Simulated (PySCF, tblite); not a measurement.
# 3-acetylpyridine: a rotation path, then NMR shifts on frames, part 1 of 2

Aim: move 3-acetylpyridine (`CC(=O)c1cccnc1`) away from its starting geometry and see how NMR shifts follow the geometry.

The runs use tblite 0.8.0 and PySCF 2.14.0, with density-fitted response routines of our own; the level of theory stands in each step. All values are computed, except where a source is named. Atoms count from 0, in the outputs and in this text.

## Step 1: Starting geometry

16 atoms, charge 0, multiplicity 1; geometry from: GFN2-xTB.

Bonds of the start (Å): C0–C1 1.51, C1–O2 1.21, C1–C3 1.49, C3–C4 1.40, C4–C5 1.38, C5–C6 1.39, C6–N7 1.32, N7–C8 1.32, C8–C3 1.40, C0–H9 1.09, C0–H10 1.09, C0–H11 1.09, C4–H12 1.08, C5–H13 1.08, C6–H14 1.08, C8–H15 1.08.

## Step 2: The rotation path with GFN2-xTB

What the job is given:

```
{"job": {"kind": "neb", "xc": "GFN2-xTB", "basis": "xTB", "atoms": [4, 3, 1, 0], "turn": 180}, "charge": 0, "multiplicity": 1}
C     -2.530226    -0.115540     0.556672
C     -1.436964    -0.764627    -0.252234
O     -1.646217    -1.714957    -0.970913
C     -0.072412    -0.182040    -0.129923
C      0.965792    -0.757429    -0.866718
C      2.240121    -0.232345    -0.769281
C      2.434511     0.857691     0.067921
N      1.462810     1.413412     0.772089
C      0.246625     0.910719     0.677683
H     -2.289893    -0.165270     1.616605
H     -3.468088    -0.634396     0.374591
H     -2.634638     0.929453     0.272555
H      0.746256    -1.605387    -1.499241
H      3.062366    -0.654562    -1.325379
H      3.410133     1.311082     0.183875
H     -0.497773     1.413142     1.280289
```

Level: GFN2-xTB climbing-image nudged elastic band, gas phase.

Run with:

```sh
$ OMP_NUM_THREADS=1 python probes_run.py task.json out
```

One launch serves the whole session: the jobs run in the order shown.

The program printed:

```text
image   E - E0 / eV
  0      -0.0000
  1       0.0116
  2       0.0426
  3       0.0872
  4       0.1084
  5       0.0842
  6       0.0534
  7       0.0335
  8       0.0233
```

Wall time 2.9 s (1 thread, shared host).

The final band, with the dihedral C4–C3–C1–C0:

| image | dihedral (°) | energy (eV) | energy (kcal/mol) |
| --- | --- | --- | --- |
| 0 | -180 | 0.000 | 0.0 |
| 1 | -157 | 0.012 | 0.3 |
| 2 | -135 | 0.043 | 1.0 |
| 3 | -112 | 0.087 | 2.0 |
| 4 | -89 | 0.108 | 2.5 |
| 5 | -65 | 0.084 | 1.9 |
| 6 | -42 | 0.053 | 1.2 |
| 7 | -21 | 0.034 | 0.8 |
| 8 | 0 | 0.023 | 0.5 |

## Step 3: Shielding tensors: image 0, PBE0/pcSseg-1

What the job is given:

```
{"job": {"kind": "nmr", "xc": "PBE0", "basis": "pcSseg-1", "pop": false}, "charge": 0, "multiplicity": 1}
C     -2.530200    -0.115500     0.556700
C     -1.437000    -0.764600    -0.252200
O     -1.646200    -1.715000    -0.970900
C     -0.072400    -0.182000    -0.129900
C      0.965800    -0.757400    -0.866700
C      2.240100    -0.232300    -0.769300
C      2.434500     0.857700     0.067900
N      1.462800     1.413400     0.772100
C      0.246600     0.910700     0.677700
H     -2.289900    -0.165300     1.616600
H     -3.468100    -0.634400     0.374600
H     -2.634600     0.929500     0.272600
H      0.746300    -1.605400    -1.499200
H      3.062400    -0.654600    -1.325400
H      3.410100     1.311100     0.183900
H     -0.497800     1.413100     1.280300
```

Level: GIAO PBE0/pcSseg-1 NMR shielding, non-relativistic, gas phase.

The program printed:

```text
coarse grid: 14096 points
cycle   1  E = -400.2226949307  dE =  1.677e+00  |g| = 8.054e-01  |ddm| = 3.948e+00
cycle   2  E = -399.8174167397  dE =  4.053e-01  |g| = 1.648e+00  |ddm| = 3.453e+00
cycle   3  E = -400.3504006230  dE = -5.330e-01  |g| = 1.649e-01  |ddm| = 2.688e+00
cycle   4  E = -400.3560295420  dE = -5.629e-03  |g| = 6.917e-02  |ddm| = 2.222e-01
cycle   5  E = -400.3569975780  dE = -9.680e-04  |g| = 2.445e-02  |ddm| = 7.589e-02
cycle   6  E = -400.3571291457  dE = -1.316e-04  |g| = 6.579e-03  |ddm| = 2.506e-02
cycle   7  E = -400.3571391293  dE = -9.984e-06  |g| = 1.971e-03  |ddm| = 8.166e-03
final grid: 138264 points
cycle   8  E = -400.4191251032  dE = -2.853e-05  |g| = 1.276e-02  |ddm| = 4.569e-02
cycle   9  E = -400.4190453524  dE =  7.975e-05  |g| = 2.422e-02  |ddm| = 3.605e-02
cycle  10  E = -400.4191571012  dE = -1.117e-04  |g| = 2.593e-03  |ddm| = 2.613e-02
cycle  11  E = -400.4191585057  dE = -1.405e-06  |g| = 4.055e-04  |ddm| = 2.733e-03
cycle  12  E = -400.4191585378  dE = -3.209e-08  |g| = 2.122e-04  |ddm| = 6.135e-04
cycle  13  E = -400.4191585496  dE = -1.179e-08  |g| = 4.663e-05  |ddm| = 2.550e-04
cycle  14  E = -400.4191585501  dE = -4.586e-10  |g| = 1.727e-05  |ddm| = 5.065e-05
converged SCF energy = -400.4191585501

GIAO shielding tensors (ppm)
atom      isotropic    diamagn.    paramagn.     s11        s22        s33       span
  0 C      158.039     253.516     -95.477    140.740    145.895    187.483     46.742
  1 C      -12.969     244.936    -257.905   -103.316    -36.037    100.446    203.762
  2 O     -320.667     400.844    -721.511   -922.095   -398.045    358.139   1280.234
  3 C       52.072     267.629    -215.557    -47.004     36.804    166.416    213.420
  4 C       44.013     249.445    -205.432    -67.212      8.256    190.996    258.208
  5 C       58.166     258.954    -200.787    -55.453     52.552    177.401    232.854
  6 C       27.406     251.674    -224.268    -84.333     19.311    147.240    231.573
  7 N      -90.827     330.896    -421.723   -410.187   -171.615    309.320    719.507
  8 C       30.700     248.927    -218.227    -68.779     17.401    143.479    212.258
  9 H       28.870      30.346      -1.476     25.184     28.991     32.434      7.250
 10 H       29.271      27.781       1.490     25.556     27.999     34.260      8.704
 11 H       28.870      30.350      -1.480     25.181     28.998     32.430      7.250
 12 H       22.890      33.190     -10.300     18.642     22.706     27.323      8.681
 13 H       24.092      30.640      -6.549     21.254     23.499     27.523      6.268
 14 H       22.624      28.787      -6.163     18.872     22.416     26.585      7.713
 15 H       22.295      32.733     -10.437     17.806     21.713     27.367      9.561
```

Wall time 28 s (1 thread, shared host).

Shifts follow as δ = σ(reference) − σ, with reference shieldings (ppm) from runs at the same level and on the same kind of geometry: ¹H TMS 31.72, ¹³C TMS 186.9, ¹⁵N NH3 267.7, ¹⁷O H2O 336.1. The references are single molecules in the gas phase, so shifts against H2O, NH3, PH3, H3PO4 or CFCl3 are not on the usual liquid scales and can be off by tens of ppm. Each atom is listed at this fixed geometry, with no averaging over motion; a spectrum would average atoms that exchange fast.

| atoms | environment | σ (ppm) | δ (ppm) |
| --- | --- | --- | --- |
| C1 | ketone carbonyl carbon | -13.0 | 199.9 |
| C6 | aromatic CH next to a ring nitrogen | 27.4 | 159.5 |
| C8 | aromatic CH next to a ring nitrogen | 30.7 | 156.2 |
| C4 | aromatic CH | 44.0 | 142.9 |
| C3 | substituted aromatic carbon | 52.1 | 134.9 |
| C5 | aromatic CH | 58.2 | 128.8 |
| C0 | methyl carbon α to a carbonyl | 158.0 | 28.9 |
| H15 | hydrogen on an aromatic CH next to a ring nitrogen | 22.30 | 9.42 |
| H14 | hydrogen on an aromatic CH next to a ring nitrogen | 22.62 | 9.09 |
| H12 | hydrogen on an aromatic CH | 22.89 | 8.83 |
| H13 | hydrogen on an aromatic CH | 24.09 | 7.63 |
| H9 | hydrogen on a methyl carbon α to a carbonyl | 28.87 | 2.85 |
| H11 | hydrogen on a methyl carbon α to a carbonyl | 28.87 | 2.85 |
| H10 | hydrogen on a methyl carbon α to a carbonyl | 29.27 | 2.45 |
| O2 | ketone oxygen | -320.7 | 656.7 |
| N7 | pyridine-type ring nitrogen | -90.8 | 358.6 |

Ring of atoms C3, C4, C5, C6, N7, C8: NICS(0) -7.3, NICS(1) -11.2, NICS(1)zz -27.7 ppm (means of both faces).

## Step 4: Nuclear shieldings: image 2, PBE0/pcSseg-1

What the job is given:

```
{"job": {"kind": "nmr", "xc": "PBE0", "basis": "pcSseg-1", "pop": false}, "charge": 0, "multiplicity": 1}
C     -2.554000     0.000600     0.266000
C     -1.380500    -0.920600     0.061500
O     -1.492700    -2.109900    -0.114500
C     -0.044000    -0.264100     0.042500
C      0.873600    -0.629600    -0.941200
C      2.131100    -0.054600    -0.937000
C      2.432100     0.852300     0.069500
N      1.577600     1.191000     1.019500
C      0.373800     0.652900     1.006000
H     -2.474600     0.517200     1.219600
H     -3.480800    -0.566500     0.234000
H     -2.552600     0.751400    -0.522700
H      0.584700    -1.357300    -1.685600
H      2.863500    -0.311200    -1.686200
H      3.406600     1.318000     0.130800
H     -0.271500     0.939300     1.826400
```

With the program's defaults for keys left out, this is: GIAO PBE0/pcSseg-1 NMR shielding, non-relativistic, gas phase.

The program printed:

```text
coarse grid: 14096 points
cycle   1  E = -400.2192167901  dE =  1.686e+00  |g| = 8.038e-01  |ddm| = 3.901e+00
cycle   2  E = -399.8104399737  dE =  4.088e-01  |g| = 1.657e+00  |ddm| = 2.927e+00
cycle   3  E = -400.3461561441  dE = -5.357e-01  |g| = 1.675e-01  |ddm| = 2.244e+00
cycle   4  E = -400.3520472402  dE = -5.891e-03  |g| = 6.925e-02  |ddm| = 2.223e-01
cycle   5  E = -400.3530289629  dE = -9.817e-04  |g| = 2.380e-02  |ddm| = 7.362e-02
cycle   6  E = -400.3531531731  dE = -1.242e-04  |g| = 6.878e-03  |ddm| = 2.390e-02
cycle   7  E = -400.3531640669  dE = -1.089e-05  |g| = 2.065e-03  |ddm| = 8.235e-03
cycle   8  E = -400.3531649995  dE = -9.326e-07  |g| = 7.351e-04  |ddm| = 2.618e-03
final grid: 138264 points
cycle   9  E = -400.4142121259  dE = -2.754e-05  |g| = 1.204e-02  |ddm| = 4.093e-02
cycle  10  E = -400.4141417898  dE =  7.034e-05  |g| = 2.273e-02  |ddm| = 3.123e-02
cycle  11  E = -400.4142410022  dE = -9.921e-05  |g| = 2.532e-03  |ddm| = 2.215e-02
cycle  12  E = -400.4142423467  dE = -1.345e-06  |g| = 3.583e-04  |ddm| = 2.482e-03
cycle  13  E = -400.4142423678  dE = -2.106e-08  |g| = 2.244e-04  |ddm| = 6.302e-04
cycle  14  E = -400.4142423808  dE = -1.297e-08  |g| = 4.497e-05  |ddm| = 2.738e-04
cycle  15  E = -400.4142423812  dE = -4.320e-10  |g| = 1.748e-05  |ddm| = 6.424e-05
converged SCF energy = -400.4142423812

GIAO shielding tensors (ppm)
atom      isotropic    diamagn.    paramagn.     s11        s22        s33       span
  0 C      154.772     253.763     -98.991    134.758    140.552    189.007     54.249
  1 C      -20.994     245.155    -266.149   -108.445    -54.952    100.417    208.862
  2 O     -362.419     399.305    -761.724  -1001.279   -416.247    330.268   1331.546
  3 C       43.605     269.605    -226.000    -51.185     21.249    160.753    211.938
  4 C       45.273     249.587    -204.314    -64.545     18.569    181.793    246.339
  5 C       58.150     258.652    -200.502    -56.027     51.702    178.774    234.802
  6 C       29.121     251.529    -222.408    -82.257     21.619    148.001    230.258
  7 N      -90.483     330.616    -421.099   -413.098   -168.709    310.358    723.456
  8 C       34.595     249.205    -214.610    -64.918     23.439    145.264    210.182
  9 H       28.664      30.424      -1.760     24.520     29.227     32.244      7.725
 10 H       29.357      28.287       1.070     25.906     27.633     34.531      8.624
 11 H       29.299      30.390      -1.091     26.581     28.976     32.339      5.759
 12 H       23.679      32.787      -9.108     20.628     22.572     27.837      7.209
 13 H       24.176      30.670      -6.494     21.571     23.412     27.544      5.973
 14 H       22.652      28.746      -6.094     18.914     22.540     26.503      7.588
 15 H       22.625      32.176      -9.550     18.576     21.898     27.403      8.827
```

It took 32 s on 1 thread, shared host.

This run: δ C1 207.9, C6 157.8, C8 152.3, C3 143.3, H15 9.09, H14 9.06 ppm.

(Continued in part 2 of 2.)
